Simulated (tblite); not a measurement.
# C2H7NSSi2: the cost of one run

Computed with tblite 0.8.0 and PySCF 2.14.0, with density-fitted response routines of our own, on a single molecule in the gas phase. Atoms count from 0, in the outputs and in this text.

**1. The molecule as given**

13 atoms, charge 0, multiplicity 1; geometry from: force field or distance geometry start.

Bonds of the start (Å): C0–C1 1.22, C1–Si2 1.84, Si2–S3 2.15, Si2–N4 1.69, N4–Si5 1.68, C0–H6 1.06, Si2–H7 1.49, S3–H8 1.33, N4–H9 1.01, Si5–H10 1.48, Si5–H11 1.48, Si5–H12 1.48.

**2. Relaxing the molecule with GFN2-xTB**

Job settings and geometry (Å):

```
{"job": {"kind": "relax", "xc": "GFN2-xTB", "basis": "xTB"}, "charge": 0, "multiplicity": 1}
C      2.761600    -0.595200     0.899600
C      1.765400     0.010100     0.544900
Si     0.253700     0.922600     0.011600
S      0.845800     2.379900    -1.451100
N     -0.822600    -0.074700    -0.829600
Si    -1.648600    -1.087600     0.230600
H      3.629400    -1.116100     1.200600
H     -0.438000     1.638700     1.114400
H     -0.391600     2.730800    -1.782500
H     -0.292900    -0.630700    -1.491800
H     -2.429200    -0.283000     1.194900
H     -2.555500    -1.920800    -0.582400
H     -0.681800    -1.973600     0.923000
```

The run is started by

```bash
> OMP_NUM_THREADS=1 python probes_run.py task.json out
```

The driver reads the jobs from task.json and runs them one after another.

Q: Estimate the wall time and peak memory of this first job on 1 thread of Intel Xeon at 2.50GHz, shared host.

About 1.6 s, with a peak of 0.18 GiB.
